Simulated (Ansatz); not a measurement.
# BH₃OSe (SMILES B[Se]O): a rigid scan of the bond length Se2–O3

One table from this session's results is given with a row withheld; the runs are named, their logs left out.

Method: single points in def2-TZVPP; program: Ansatz 0.2.0, Gaussian basis.

Levels: PBE-D4, r2SCAN-D4, PBE0-D4, B3LYP-D4, wB97M-V, Hartree-Fock, MP2, CCSD, CCSD(T). The scan takes 1.552, 1.605, 1.683, 1.774, 1.874, 1.983, 2.098, 2.219, 2.346 Å.

Correlated methods freeze the cores. Filled d shells of the heavier atoms are correlated. B3LYP uses VWN-RPA correlation.

35 further runs of the same task are left out: 35 set aside as unsound or not needed.

**The system as given**

The minimum, relaxed at PBE0-D4: SMILES `B[Se]O`, 6 atoms, charge 0, spin multiplicity 1.

Atoms are counted from 1 here; the program's logs count them from 0.

Bond lengths: B1–Se2 1.875 Å, B1–H4 1.194 Å, B1–H5 1.189 Å, Se2–O3 1.804 Å, O3–H6 0.963 Å. Angles: Se2–B1–H4 114.1°, Se2–B1–H5 121.3°, H4–B1–H5 124.6°, B1–Se2–O3 103.8°, Se2–O3–H6 107.0°.

As a file:

```xyz
6
BH3OSe
B    -0.92129   -0.05971   -0.60310
Se    0.47852   -1.05231    0.15334
O     1.23947    0.09732    1.31751
H    -1.58372   -0.66977   -1.38665
H    -1.10401    1.07744   -0.30606
H     1.89103    0.60703    0.82496
```

Energies of the minimum (eV), from earlier single points: PBE-D4 -68109.53921, r2SCAN-D4 -68120.77158, PBE0-D4 -68111.68601, B3LYP-D4 -68123.93922, wB97M-V -68117.77353, CCSD(T) -68078.15303.

At the minimum the bond length Se2–O3 is 1.804 Å.

The first run:

Contents of ccsdt-tzvpp/in.yaml:

```yaml
crystal:
  periodic: [false, false, false]
  atoms:
    - {symbol: B, position_ang: [-0.921287, -0.059714, -0.603099]}
    - {symbol: Se, position_ang: [0.478516, -1.052313, 0.153338]}
    - {symbol: O, position_ang: [1.133010, -0.063511, 1.154644]}
    - {symbol: H, position_ang: [-1.583723, -0.669769, -1.386647]}
    - {symbol: H, position_ang: [-1.104015, 1.077437, -0.306055]}
    - {symbol: H, position_ang: [1.784572, 0.446199, 0.662089]}
basis:
  gaussian: {orbitals: def2-TZVPP}
correlation: {method: ccsd_t}
```

The command line of these runs was not kept.

Among the steps run: Se2–O3 = 1.552 Å; Se2–O3 = 1.605 Å; Se2–O3 = 1.683 Å; Se2–O3 = 1.774 Å; Se2–O3 = 1.874 Å; Se2–O3 = 1.983 Å; Se2–O3 = 2.098 Å; Se2–O3 = 2.219 Å; Se2–O3 = 2.346 Å.

One of the session's tables, all rows but one given; the rest of the session is left out.

It belongs to the step «The curves». Energies less that of the minimum at the same level (kcal/mol):

| bond length (Å) | PBE-D4 | PBE0-D4 | B3LYP-D4 | wB97M-V | Hartree-Fock |
| --- | --- | --- | --- | --- | --- |
| 1.552 | 32.1 | 28.1 | 30.9 | 28.9 | 24.9 |
| 1.605 | 18.9 | 15.8 | 18.0 | 16.4 | 13.1 |
| 1.683 | 7.0 | 5.0 | 6.4 | 5.3 | 3.2 |
| 1.774 | 0.8 | 0.3 | 0.6 | 0.3 | -0.2 |
| 1.804 (minimum) | 0.0 | 0.0 | 0.0 | 0.0 | 0.0 |
| 1.874 | ? | ? | ? | ? | ? |
| 1.983 | 3.6 | 6.4 | 4.6 | 6.5 | 9.7 |
| 2.098 | 10.0 | 14.6 | 11.7 | 14.9 | 20.2 |
| 2.219 | 18.1 | 24.4 | 20.4 | 25.3 | 32.6 |
| 2.346 | 26.9 | 35.0 | 30.1 | 36.5 | 45.9 |

Q: Estimate the row for bond length (Å) = 1.874 from the others.

**Answer.** PBE-D4: 0.0; PBE0-D4: 1.2; B3LYP-D4: 0.4; wB97M-V: 1.1; Hartree-Fock: 2.4.
